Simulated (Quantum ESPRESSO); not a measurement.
Write the native input for Quantum ESPRESSO 7.5 that does the following.

```
Task                       : single point
Functional                 : PBE
Potentials or basis        : Ansatz NC SR PBE
Cutoff                     : 1320 eV
Density cutoff             : 5279 eV
k mesh                     : 1 × 1 × 1
Occupations                : fermi-dirac, width 0.05 eV
Spin                       : no spin polarisation
Boundary across the vacuum : none
Mixing beta                : 0.5
Most SCF iterations        : 120
SCF threshold              : 1e-09 Ry
```

The system is OCuFH2, in a box.

```
O Cu F H
1.0
    13.00000    0.00000    0.00000
     0.00000   12.00000    0.00000
     0.00000    0.00000   12.00000
O Cu F H
1 1 1 2
Cartesian
  5.4023 6.3975 5.5348
  6.8688 5.6073 6.3262
  8.3511 4.8805 7.1366
  4.7197 6.6627 6.1307
  5.6152 7.1694 4.9800
```

The cell isn't the ideal one: atoms moved at random, drawn with an rms of 0.05 Å.

These files were run (other wordings do the same):

pw.in

```
&CONTROL
  calculation = 'scf'
  prefix = 'pwscf'
  outdir = './tmp'
  pseudo_dir = './pseudo'
  tprnfor = .true.
  disk_io = 'nowf'
/
&SYSTEM
  ibrav = 0
  nat = 5
  ntyp = 4
  ecutwfc = 97
  nbnd = 25
  occupations = 'smearing'
  smearing = 'fd'
  degauss = 0.00367493
/
&ELECTRONS
  conv_thr = 1d-09
  electron_maxstep = 120
  mixing_beta = 0.5
/
ATOMIC_SPECIES
O     15.9990 O.upf
Cu    63.5460 Cu.upf
F     18.9984 F.upf
H      1.0080 H.upf
CELL_PARAMETERS angstrom
  13.0000000000    0.0000000000    0.0000000000
   0.0000000000   12.0000000000    0.0000000000
   0.0000000000    0.0000000000   12.0000000000
ATOMIC_POSITIONS crystal
O      0.4155610000    0.5331270000    0.4612320000
Cu     0.5283670000    0.4672790000    0.5271800000
F      0.6423930000    0.4067110000    0.5947140000
H      0.3630510000    0.5552240000    0.5108900000
H      0.4319400000    0.5974490000    0.4149960000
K_POINTS gamma
```

Potentials or basis: Ansatz NC SR PBE.

The run is started by

```console
$ OMP_NUM_THREADS=1 pw.x -in pw.in > pw.out
```

It gave:

```
Largest force                   : 2.172 eV/Å
Gap between the frontier levels : 2.73 eV
```

Caveat: this is a molecule in a periodic box, so the gap is that between its Kohn-Sham HOMO and LUMO and the box isn't a crystal.

It took 57 s on 1 thread of Arm Neoverse V2, with other jobs on the host, peak memory 1.2 GiB.
